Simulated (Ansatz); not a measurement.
Fe2Pt:

```xyz
3
Lattice="2.6176 0.0000 0.0000 -1.3088 2.2669 0.0000 0.0000 0.0000 6.2769" Properties=species:S:1:pos:R:3 pbc="T T T"
Pt    0.0000    0.0000    0.0000
Fe    1.3088    0.7556    2.2312
Fe    0.0000    1.5113    4.0457
```

The cell comes from a database or a generator and needn't be the stable form of this composition.

```yaml
Program: Ansatz 0.2.0
Task: single point
Functional: PBE
Potentials_or_basis: Ansatz PAW
Cutoff: "420 eV (not typed: the program's choice for these potentials)"
k_mesh: 12 × 12 × 5
Occupations: fermi-dirac, width 0.05 eV
Spin: collinear spin, ferromagnetic start
Starting_moments: "[0.0, 3.0, 3.0] μB"
```

On this cell: pressure 21.5 GPa; largest force 0.809 eV/Å; net moment 5.49 μB per cell; site moments Pt +0.24; Fe +2.61 μB; band gap on the k mesh none (metal or under the smearing width).

The same run follows on a disturbed copy (atoms moved at random, drawn with an rms of 0.05 Å):

```
Pt Fe
1.0
     2.61760    0.00000    0.00000
    -1.30880    2.26691    0.00000
     0.00000    0.00000    6.27685
Pt Fe
1 2
Cartesian
  -0.0233 0.0280 -0.0688
  1.3610 0.8035 2.2229
  0.0228 1.4804 4.1208
```

**Question.** What changes?

**Answer.** The energy (extrapolated to zero smearing) moves by -2.8 meV/atom; pressure 22.2 GPa; largest force 1.178 eV/Å; net moment 5.60 μB per cell; site moments Pt +0.27; Fe +2.68, +2.64 μB; band gap on the k mesh none (metal or under the smearing width).

Forces on the atoms (eV/Å):
```
Pt   0.147 -0.084  1.166
Fe   0.004  0.265 -1.065
Fe  -0.151 -0.181 -0.100
```

Stress tensor (GPa, compression positive):
```
24.13  0.28 -0.57
 0.28 23.85 -3.55
-0.57 -3.55 18.72
```

The work of the forces gives +0.4 meV/atom, so energy and forces disagree here: the move is beyond the harmonic range, or one of them holds noise.

Caveats: so large a pressure means that the cell lies far from this level's equilibrium, or that cutoff or potentials fall short (some runs).
